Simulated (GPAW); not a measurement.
Input of a GPAW 26.7.0 run:

The input run.py:

```python
from ase import Atoms
from ase.eos import EquationOfState
from ase.io import Trajectory
from ase.units import GPa
from gpaw import GPAW, PW, setup_paths

setup_paths.insert(0, '.')

atoms = Atoms(['Sn', 'Sn', 'Nb', 'Nb', 'Nb', 'Nb', 'Nb', 'Nb'],
              cell=[[5.2821, 0.0, 0.0],
                    [0.0, 5.2821, 0.0],
                    [0.0, 0.0, 5.2821]],
              scaled_positions=[[0.5, 0.5, 0.5],
                                [0.0, 0.0, 0.0],
                                [0.0, 0.5, 0.25],
                                [0.0, 0.5, 0.75],
                                [0.5, 0.25, 0.0],
                                [0.75, 0.0, 0.5],
                                [0.5, 0.75, 0.0],
                                [0.25, 0.0, 0.5]],
              pbc=True)

traj = Trajectory('eos.traj', 'w')
volumes, energies = [], []
for x in [0.94, 0.96, 0.98, 1.0, 1.02, 1.04, 1.06]:
    a = atoms.copy()
    a.set_cell(atoms.cell * x**(1 / 3), scale_atoms=True)
    calc = GPAW(mode=PW(600),
                xc='PBEsol',
                kpts={'size': (5, 5, 5), 'gamma': True},
                occupations={'name': 'fermi-dirac', 'width': 0.05},
                nbands=88,
                convergence={'density': 1e-05, 'energy': 1e-05},
                maxiter=150,
                txt=f'eos-{x:.2f}.txt')
    a.calc = calc
    energies.append(a.get_potential_energy(force_consistent=True))
    volumes.append(a.get_volume())
    p = -a.get_stress()[:3].mean() / GPa
    calc.write(f'eos-{x:.2f}.gpw')
    traj.write(a)
    print(f'{x:.2f} {volumes[-1]:10.4f} A^3 {energies[-1]:14.6f} eV {p:9.3f} GPa', flush=True)

v0, e0, B = EquationOfState(volumes, energies, eos='birchmurnaghan').fit()
print(f'V0 = {v0:.4f} A^3, E0 = {e0:.6f} eV, B0 = {B / GPa:.2f} GPa')
```

Potentials or basis: PAW data sets generated in the run's folder for this functional, pw.

The run is started by

```console
$ gpaw-setup -f PBEsol Nb Sn
$ OMP_NUM_THREADS=1 python run.py
```

**Question.** Predict the bulk modulus.

**Answer.** 177 GPa.

**Question.** Estimate the equilibrium volume.

**Answer.** 18.11 Å³/atom.

**Question.** Estimate the pressure derivative of the bulk modulus.

**Answer.** 4.3.

Energy against volume, from the lowest point:
```csv
volume (Å³/atom),energy (meV/atom)
17.316,20.79
17.685,5.71
18.053,0.00
18.422,2.72
18.790,13.01
19.159,30.09
19.527,53.30
```
